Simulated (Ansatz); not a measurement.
# SnGeN2: the cost of one run

Program: Ansatz 0.2.0. Level of theory: DFT PBE, scalar-relativistic, plane waves, PAW. These are calculated values, not measurements.

### 1 Starting point

It takes space group P-6m2 (No. 187, hexagonal). Conventional cell: a = 4.528 Å, b = 4.528 Å, c = 4.248 Å, α = 90.00°, β = 90.00°, γ = 120.00°. Around Sn (site symmetry -6m2) lie 3 Ge at 2.61 Å. Around Ge (site symmetry -6m2) lie 2 N at 2.12 Å. N (site symmetry -6m2) is surrounded by 3 N at 2.61 Å. N (site symmetry -6m2) has 2 Ge at 2.12 Å as nearest neighbours.

Structure file:

```
CELL_PARAMETERS angstrom
4.52806 0.00000 0.00000
-2.26403 3.92142 0.00000
0.00000 0.00000 4.24764
ATOMIC_POSITIONS crystal
Sn 0.33333 0.66667 0.50000
Ge 0.66667 0.33333 0.50000
N 0.00000 0.00000 0.00000
N 0.66667 0.33333 0.00000
```

The cell is invented: random cell by space group and Wyckoff sites (P-6m2, No. 187). Lengths come from tabulated atomic sizes and are only a guess.

### 2 The guess as it stands, on a coarse mesh

File input.yaml:

```yaml
crystal:
  lattice:
    - [4.52806413, 0.0, 0.0]
    - [-2.26403207, 3.92141857, 0.0]
    - [0.0, 0.0, 4.24763507]
  atoms:
    - { symbol: Sn, position: [0.33333333, 0.66666667, 0.5] }
    - { symbol: Ge, position: [0.66666667, 0.33333333, 0.5] }
    - { symbol: "N", position: [0.0, 0.0, 0.0] }
    - { symbol: "N", position: [0.66666667, 0.33333333, 0.0] }
basis:
  ecutwfc: 420
kpoints:
  mp_grid: { grid: [6, 6, 4] }
hamiltonian:
  xc: pbe
scf:
  occupations: { method: gaussian, width: 0.1 }
  lower_state_search: "off"
output:
  forces: true
  stress: true
  eigenvalues: true
```

Started as:

```
$ ansatz run input.yaml --threads 1 --pin off --max-ram 2560MiB --backend cpu --events-out ev --progress --plain --runs-dir out
```

Q: Estimate wall time and peak memory on 1 thread of Intel Xeon at 2.70GHz, shared host.

About 3.9 s, with a peak of 0.39 GiB.
